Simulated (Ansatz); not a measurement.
# C₅N₄: how energies converge with the basis set

One table from this session's results is given with a row withheld; the runs are named, their logs left out.

Program: Ansatz 0.2.0, Gaussian basis. Level of theory: one geometry, several basis sets. These are calculated values, not measurements.

Levels to be run: PBE0-D4/def2-SVP; ωB97M-V/def2-SVP; PBE0-D4/def2-QZVPP; ωB97M-V/def2-QZVPP; the functionals' def2-TZVPP values are taken from earlier runs.

### The geometry

All runs share one geometry, relaxed beforehand with PBE0-D4 in a triple-zeta def2 set.

SMILES `N#CC(C#N)(C#N)C#N`, 9 atoms, charge 0, spin multiplicity 1.

Atoms are counted from 1 here; the program's logs count them from 0.

Bond lengths: N1–C2 1.146 Å, C2–C3 1.477 Å, C3–C4 1.477 Å, C3–C6 1.477 Å, C3–C8 1.477 Å, C4–N5 1.146 Å, C6–N7 1.146 Å, C8–N9 1.146 Å. Angles: N1–C2–C3 180.0°, C2–C3–C4 109.5°, C2–C3–C6 109.5°, C2–C3–C8 109.5°, C4–C3–C6 109.5°, C4–C3–C8 109.5°, C6–C3–C8 109.5°, C3–C4–N5 180.0°, C3–C6–N7 180.0°, C3–C8–N9 180.0°.

The first run:

Input file in.yaml:

```yaml
crystal:
  periodic: [false, false, false]
  atoms:
    - {symbol: N, position_ang: [1.617097, -1.990922, -0.549406]}
    - {symbol: C, position_ang: [0.910377, -1.120784, -0.309260]}
    - {symbol: C, position_ang: [0.000001, -0.000000, 0.000009]}
    - {symbol: C, position_ang: [-0.907656, 0.226545, -1.142545]}
    - {symbol: N, position_ang: [-1.612297, 0.402501, -2.029552]}
    - {symbol: C, position_ang: [0.790725, 1.221770, 0.250254]}
    - {symbol: N, position_ang: [1.404617, 2.170271, 0.444535]}
    - {symbol: C, position_ang: [-0.793445, -0.327533, 1.201572]}
    - {symbol: N, position_ang: [-1.409420, -0.581858, 2.134394]}
basis:
  gaussian: {orbitals: def2-SVP}
hamiltonian: {xc: pbe0, dispersion: d4}
output: {orbitals: {seedname: orbitals}}
```

On the command line:

```bash
$ ansatz run in.yaml --threads 2 --pin off --events-out ev --progress --plain --max-ram 32768MiB --backend cpu
```

Among the steps run: PBE0-D4 in def2-SVP; ωB97M-V in def2-SVP; PBE0-D4 in def2-QZVPP; ωB97M-V in def2-QZVPP.

One of the session's tables, all rows but one given; the rest of the session is left out.

It belongs to the step «Density functionals: the series». 

| functional | basis | HOMO (eV) | LUMO (eV) |
| --- | --- | --- | --- |
| PBE0-D4 | def2-SVP | -11.36 | -1.84 |
| PBE0-D4 | def2-TZVPP | -11.41 | -1.99 |
| PBE0-D4 | def2-QZVPP | -11.42 | -2.01 |
| ωB97M-V | def2-SVP | -13.65 | 0.54 |
| ωB97M-V | def2-TZVPP | ? | ? |
| ωB97M-V | def2-QZVPP | -13.75 | 0.27 |

**Question.** Estimate the row for ωB97M-V, def2-TZVPP.

The run gave: HOMO (eV): -13.74; LUMO (eV): 0.30. In the column «HOMO (eV)» it lies between ωB97M-V, def2-QZVPP (-13.75) and ωB97M-V, def2-SVP (-13.65).
